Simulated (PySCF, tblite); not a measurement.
# C₃H₁₀B₃N₃: geometry, infrared bands and NMR shifts

Wanted: the infrared bands and NMR shifts of C₃H₁₀B₃N₃ (`B1NBN(C2CC2)BN1`), by calculation.

Programs: tblite 0.8.0 and PySCF 2.14.0, with density-fitted response routines of our own. Each step states its level of theory. These are calculated values for one molecule in the gas phase, unless marked as measured. Atoms are numbered from 0 throughout.

### 1 The molecule as given

19 atoms, charge 0, multiplicity 1; geometry from: force field or distance geometry start.

Bonds of the start (Å): B0–N1 1.53, N1–B2 1.51, B2–N3 1.56, N3–C4 1.47, C4–C5 1.53, C5–C6 1.51, N3–B7 1.54, B7–N8 1.53, N8–B0 1.53, C6–C4 1.52, B0–H9 1.17, N1–H10 1.05, B2–H11 1.19, C4–H12 1.12, C5–H13 1.11, C5–H14 1.10, C6–H15 1.11, C6–H16 1.12, B7–H17 1.18, N8–H18 1.05.

### 2 Geometry optimisation with GFN2-xTB

The job: settings as JSON, then the geometry in Å.

```
{"job": {"kind": "relax", "xc": "GFN2-xTB", "basis": "xTB"}, "charge": 0, "multiplicity": 1}
B      2.717200    -0.509700     0.305300
N      1.715300    -1.287700     1.155100
B      0.540600    -1.663900     0.277400
N     -0.110500    -0.599400    -0.653600
C     -0.931300     0.301700     0.167200
C     -2.073700     0.942400    -0.623900
C     -2.358000    -0.179400     0.352500
B      1.014900     0.197100    -1.330600
N      2.230500     0.666400    -0.537700
H      3.847800    -0.803400     0.309500
H      1.359100    -0.637100     1.892300
H     -0.146400    -2.571500     0.617700
H     -0.479900     0.901800     0.992500
H     -2.361000     1.948000    -0.258500
H     -2.147300     0.654800    -1.687400
H     -2.609700    -1.149900    -0.116500
H     -2.827200     0.154100     1.308800
H      0.723500     0.793300    -2.308300
H      1.886300     1.404900     0.130800
```

Launch:

```sh
OMP_NUM_THREADS=1 python probes_run.py task.json out
```

One launch serves the whole session: the jobs run in the order shown.

**Question.** This job is followed by: GFN2-xTB harmonic vibrations, gas phase; GIAO PBE0/pcSseg-1 NMR shielding, non-relativistic, gas phase. What will the session give for the following? strongest single infrared mode (GFN2-xTB); zero-point energy (GFN2-xTB); ¹³C shifts against TMS (PBE0/pcSseg-1, means over atoms taken as alike); ¹H shifts against TMS (PBE0/pcSseg-1, means over atoms taken as alike); ¹¹B shifts against BF3·OEt2 (PBE0/pcSseg-1, means over atoms taken as alike); ¹⁵N shifts against NH3 (PBE0/pcSseg-1, means over atoms taken as alike); surface potential, 1st and 99th percentile.

As calculated:

| quantity | value |
| --- | --- |
| strongest single infrared mode (GFN2-xTB) | 1415 cm⁻¹, 702 km/mol |
| zero-point energy (GFN2-xTB) | 94.5 kcal/mol |
| ¹³C shifts against TMS (PBE0/pcSseg-1, means over atoms taken as alike) | 36.1, 11.2 ppm |
| ¹H shifts against TMS (PBE0/pcSseg-1, means over atoms taken as alike) | 5.93, 4.99, 4.69, 3.13, 0.79, 0.49 ppm |
| ¹¹B shifts against BF3·OEt2 (PBE0/pcSseg-1, means over atoms taken as alike) | 29.0, 25.8 ppm |
| ¹⁵N shifts against NH3 (PBE0/pcSseg-1, means over atoms taken as alike) | 166.5, 146.5 ppm |
| surface potential, 1st and 99th percentile | -0.51 V and 1.50 V |

Over 69 steps the energy fell by 5.270 eV; of the close pairs, B2–N3 changed most, 1.557 to 1.423 Å. No mode is imaginary among the 51: a minimum at this level. The strongest single mode, at 1415 cm⁻¹, has its largest shares on B2, B7, N1 and N8 (the list is cut at 4 atoms). Unscaled tight-binding wavenumbers are off by several per cent, some by more. Its intensities can rank the bands wrongly.
